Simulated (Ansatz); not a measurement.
This script makes an equation of state with a fit of B, space group P6/mmm with Ansatz 0.2.0 through its Python package.

`eos_b.py`:
```python
"""Bulk modulus of B from an E(V) curve."""

import warnings

import ansatz as az
import numpy as np
from pymatgen.analysis.eos import EOS

VECTORS = np.array([
    [1.702434, 0.0, 0.0],
    [-0.851217, 1.474351, 0.0],
    [0.0, 0.0, 3.635423],
])
SITES = [
    ("B", (0.0, 0.0, 0.0)),
]


def crystal_on(cell):
    crystal = az.Crystal(lattice=az.Lattice.of(cell))
    for symbol, position in SITES:
        crystal = crystal.atom(symbol, position)
    return crystal

warnings.simplefilter("ignore", az.DeckWarning)

# scale the volume, keep shape and fractions
volumes, energies, pressures = [], [], []
for scale in np.linspace(0.95, 1.07, 5):
    cell = VECTORS * scale ** (1 / 3)
    calc = (
        crystal_on(cell).calculation()
        .functional("LDA")
        .basis(470)
        .occupations("cold", width=0.3)
        .mixing("msr1")
        .kpoints(19, 19, 8)
        .stress()
    )
    report = calc.run(threads=1).report
    volumes.append(abs(np.linalg.det(cell)) / len(SITES))
    energies.append(report["free_energy_ev"] / len(SITES))
    pressures.append(np.trace(report["stress_gpa"]) / 3)
    print(f"V = {volumes[-1]:8.4f} A^3/atom  F = {energies[-1]:.5f} eV/atom  P = {pressures[-1]:8.3f} GPa")

for form in ["pourier_tarantola", "birch_murnaghan", "vinet"]:
    fit = EOS(eos_name=form).fit(volumes, energies)
    print(f"{form:18s} V0 {fit.v0:8.4f} A^3/atom  B0 {fit.b0_GPa:7.1f} GPa  B1 {fit.b1:5.2f}")
```

Its results, one of them left out:

| V (Å³/atom) | F less the lowest row shown (meV/atom) |
| --- | --- |
| 8.669 | 3.44 |
| 8.942 | ? |
| 9.216 | 0.00 |
| 9.490 | 12.30 |
| 9.764 | 32.37 |

What is the missing energy at 8.942 Å³ an atom?

A third-order Birch-Murnaghan fit, E = E0 + (9 V0 B0 / 16) [(t - 1)³ B' + (t - 1)² (6 - 4t)] with t = (V0/V)^(2/3), through the 4 rows shown gives V0 = 8.983 Å³, B0 = 192.2 GPa, B' = 3.55 and E0 = -3.50 meV. At V = 8.942 Å³, t = 1.00300, and the fit interpolates to -3.39 meV. The run gave -3.39 meV, a miss of 0.00 meV.

Reading the output:
- The settings weren't tested for convergence.
- Shape and fractional positions are held along the curve, so the bulk modulus is an upper value where they are free to relax, by a factor of two or more in layered or hydrogen-bonded cells.
- The mesh is modest for a metal, so energies can be off by several to tens of meV an atom and pressures by half a GPa or more; differences at equal mesh fare better.
- Pressure is positive in compression.
- This isn't the structure that B takes at ambient conditions.
- Wall time of the script: 6.4 s on 1 thread of Arm Neoverse V1, with other jobs on the host, peak memory 0.41 GiB.
